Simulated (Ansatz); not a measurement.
# BaZnSbF: the cost of one run

Method: DFT PBE, scalar-relativistic, plane waves, PAW, in Ansatz 0.2.0.

### 1 The system as given

The structure is tetragonal, space group P4/nmm (No. 129). Conventional cell: a = 4.438 Å, b = 4.438 Å, c = 9.779 Å, α = 90.00°, β = 90.00°, γ = 90.00°. Ba (site symmetry 4mm) is surrounded by 4 F at 2.66 Å. Around Zn (site symmetry -4m2) lie 4 Sb at 2.75 Å and 4 Zn at 3.14 Å. Around Sb (site symmetry 4mm) lie 4 Zn at 2.75 Å. F (site symmetry -4m2) is surrounded by 4 Ba at 2.66 Å.

As a file:

```cif
data_structure
_symmetry_space_group_name_H-M 'P 1'
_symmetry_Int_Tables_number 1
_cell_length_a 4.4383
_cell_length_b 4.4383
_cell_length_c 9.7789
_cell_angle_alpha 90.000
_cell_angle_beta 90.000
_cell_angle_gamma 90.000
_cell_volume 192.63
loop_
_atom_site_label
_atom_site_type_symbol
_atom_site_fract_x
_atom_site_fract_y
_atom_site_fract_z
_atom_site_occupancy
Ba1 Ba 0.00000 0.50000 0.35079 1
Ba2 Ba 0.50000 0.00000 0.64921 1
Zn1 Zn 0.50000 0.50000 0.00000 1
Zn2 Zn 0.00000 0.00000 0.00000 1
Sb1 Sb 0.50000 0.00000 0.16604 1
Sb2 Sb 0.00000 0.50000 0.83396 1
F1 F 0.50000 0.50000 0.50000 1
F2 F 0.00000 0.00000 0.50000 1
```

The structure comes from the Crystallography Open Database.

### 2 A change within the space group

What differs from the listed cell: strain xx, yy, zz, yz, xz, xy = -3.9, -3.9, -2.4, +0.0, +0.0, +0.0 %; atoms moved by 0.15 Å root mean square, at most 0.30 Å.

File input.yaml:

```yaml
crystal:
  lattice:
    - [4.265076816, 0.0, 0.0]
    - [0.0, 4.265076816, 0.0]
    - [0.0, 0.0, 9.5438250036]
  atoms:
    - { symbol: Ba, position: [0.0, 0.5, 0.3543683327] }
    - { symbol: Ba, position: [0.5, 0.0, 0.6456316673] }
    - { symbol: Zn, position: [0.5, 0.5, 0.0] }
    - { symbol: Zn, position: [0.0, 0.0, 0.0] }
    - { symbol: Sb, position: [0.5, 0.0, 0.1965088616] }
    - { symbol: Sb, position: [0.0, 0.5, 0.8034911384] }
    - { symbol: F, position: [0.5, 0.5, 0.5] }
    - { symbol: F, position: [0.0, 0.0, 0.5] }
basis:
  ecutwfc: 420
kpoints:
  mp_grid: { grid: [8, 8, 4] }
hamiltonian:
  xc: pbe
scf:
  occupations: { method: gaussian, width: 0.1 }
output:
  forces: true
  stress: true
  eigenvalues: true
  populations: true
  write_density: true
  write_potential: true
  elf: true
  volumetric_format: npy
```

The run is started by

```sh
$ ansatz run input.yaml --threads 1 --pin off --max-ram 2560MiB --backend cpu --events-out ev --progress --plain --runs-dir out
```

What time and memory should one allow on 1 thread of Intel Xeon at 2.70GHz, shared host?

About 60 s, with a peak of 0.64 GiB.
